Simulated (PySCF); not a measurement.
# One shape, several levels: SiN2H6O2 (SMILES N[Si](N)(O)O)

Aim: a comparison of 4 runs (BLYP/6-31G*, M06-2X/6-31G*, SVWN5/6-31G*, r2SCAN/6-31G*) of SiN2H6O2. Input form: a Python script.

The calculation is run with PySCF 2.14.0.

1 further run of the same task is left out (set aside as unsound or not needed).

**1. The molecule**

The species is SiN2H6O2 (11 atoms), meant as a singlet with charge 0. SMILES: `N[Si](N)(O)O`. The coordinates come from a PBE0-D4/def2-TZVP relaxation. This is one conformer, not always the lowest.

Bond lengths: N1–Si2 1.699 Å, Si2–N3 1.697 Å, Si2–O4 1.647 Å, Si2–O5 1.648 Å, N1–H6 1.005 Å, N1–H7 1.005 Å, N3–H8 1.004 Å, N3–H9 1.004 Å, O4–H10 0.958 Å, O5–H11 0.958 Å. Some angles: N1–Si2–N3 112.2°, N1–Si2–O4 116.5°, N1–Si2–O5 101.6°, N3–Si2–O4 101.9°, N3–Si2–O5 115.2°, O4–Si2–O5 110.1°, Si2–N1–H6 122.6°, Si2–N1–H7 120.4°, Si2–N3–H8 122.0°, Si2–N3–H9 122.6°.

**2. The energy at BLYP/6-31G(d) (spherical functions) (run 1)**

File run.py:

```python
from pyscf import gto, dft

mol = gto.Mole()
mol.atom = '''
N   -1.169000   0.968200   0.528400
Si   0.075700   0.030500  -0.149300
N    0.564900  -1.225600   0.880900
O    1.501200   0.802900  -0.441600
O   -0.608500  -0.453100  -1.568700
H   -1.020700   1.577900   1.313000
H   -1.968400   1.228300  -0.022700
H    1.533900  -1.432600   1.044000
H   -0.054900  -1.654600   1.543700
H    1.504400   1.391500  -1.197300
H   -0.293200  -1.290400  -1.910000
'''
mol.spin = 0
mol.verbose = 3
mol.basis = '6-31g*'
mol.max_memory = 1860
mol.build()

myscf = dft.RKS(mol, xc='blyp')
myscf.conv_tol = 1e-10
myscf.grids.level = 5
myscf.kernel()
if not myscf.converged:
    myscf = myscf.newton().run(myscf.mo_coeff, myscf.mo_occ)

energy = myscf.e_tot
print(f'total energy: {energy:.8f} hartree')
```

On the command line:

```console
$ OMP_NUM_THREADS=1 python run.py
```

Standard output:

```text
converged SCF energy = -553.08727646607
total energy: -553.08727647 hartree
```

Run time: 27 s. Hardware: 1 thread of Arm Neoverse V1, shared host; peak memory 0.44 GiB.

**3. The energy at M06-2X/6-31G(d) (spherical functions) (run 2)**

File job.py:

```python
from pyscf import gto, dft

mol = gto.M(
    atom=[
    ('N', (-1.169000, 0.968200, 0.528400)),
    ('Si', (0.075700, 0.030500, -0.149300)),
    ('N', (0.564900, -1.225600, 0.880900)),
    ('O', (1.501200, 0.802900, -0.441600)),
    ('O', (-0.608500, -0.453100, -1.568700)),
    ('H', (-1.020700, 1.577900, 1.313000)),
    ('H', (-1.968400, 1.228300, -0.022700)),
    ('H', (1.533900, -1.432600, 1.044000)),
    ('H', (-0.054900, -1.654600, 1.543700)),
    ('H', (1.504400, 1.391500, -1.197300)),
    ('H', (-0.293200, -1.290400, -1.910000)),
],
    max_memory=1860,
    charge=0,
    basis='6-31g*',
    spin=0,
    verbose=4,
)

mf = dft.RKS(mol)
mf.xc = 'm06-2x'
mf.grids.level = 5
mf.conv_tol = 1e-10
mf.kernel()
if not mf.converged:
    mf = mf.newton().run(mf.mo_coeff, mf.mo_occ)

etot = mf.e_tot
print('E = %.10f Eh' % etot)
```

On the command line:

```console
$ OMP_NUM_THREADS=1 python job.py
```

Standard output:

```text
PySCF version 2.14.0

[... 82 lines left out ...]
converged SCF energy = -553.051198438499
E = -553.0511984385 Eh
```

Wall time 53 s (1 thread of Arm Neoverse V1, shared host); peak memory 0.45 GiB.

Run 3 isn't shown in full; the table further down has it.

**4. The energy at r2SCAN/6-31G(d) (spherical functions) (run 4)**

File start.xyz:

```xyz
11
H6N2O2Si
N     -1.169000     0.968200     0.528400
Si     0.075700     0.030500    -0.149300
N      0.564900    -1.225600     0.880900
O      1.501200     0.802900    -0.441600
O     -0.608500    -0.453100    -1.568700
H     -1.020700     1.577900     1.313000
H     -1.968400     1.228300    -0.022700
H      1.533900    -1.432600     1.044000
H     -0.054900    -1.654600     1.543700
H      1.504400     1.391500    -1.197300
H     -0.293200    -1.290400    -1.910000
```

File calc.py:

```python
from pyscf import gto, dft

molecule = gto.Mole()
molecule.atom = 'start.xyz'
molecule.max_memory = 1860
molecule.basis = '6-31g*'
molecule.verbose = 4
molecule.build()

calc0 = dft.RKS(molecule)
calc0.xc = 'r2scan'
calc0.conv_tol = 1e-10
calc0.grids.level = 5
calc0.kernel()
if not calc0.converged:
    calc0 = calc0.newton().run(calc0.mo_coeff, calc0.mo_occ)

etot = calc0.e_tot
print('Final energy', etot)
```

On the command line:

```console
$ OMP_NUM_THREADS=1 python calc.py
```

Standard output:

```text
PySCF version 2.14.0

[... 82 lines left out ...]
converged SCF energy = -553.011727302955
Final energy -553.0117273029549
```

Wall time 49 s (1 thread of Arm Neoverse V1, shared host); peak memory 0.45 GiB.

**5. The series**

```csv
run,level,energy (Eh),dipole moment (D),HOMO energy (eV),LUMO energy (eV),wall time
1,BLYP/6-31G* (spherical functions),-553.087276,0.27,-4.97,0.90,27 s
2,M06-2X/6-31G* (spherical functions),-553.051198,0.24,-8.22,2.72,53 s
3,SVWN5/6-31G* (spherical functions),-550.022202,0.28,-5.24,0.77,17 s
4,r2SCAN/6-31G* (spherical functions),-553.011727,0.25,-5.52,1.58,49 s
```

**6. Summary of results**

| quantity | value |
| --- | --- |
| run 4: total energy | -553.01173 Eh |
| run 4: dipole moment | 0.25 D |
| run 4: HOMO energy | -5.52 eV |
| run 4: LUMO energy | 1.58 eV |
| run 4: HOMO–LUMO gap | 7.10 eV |

**Reading.** The dipole moment (its size) runs from 0.24 D (M06-2X/6-31G*) to 0.28 D (SVWN5/6-31G*). The HOMO–LUMO gap runs from 5.87 eV (BLYP/6-31G*) to 10.93 eV (M06-2X/6-31G*). Totals of different functionals can't be ranked against each other. All runs together took 2.4 min, the longest 53 s.
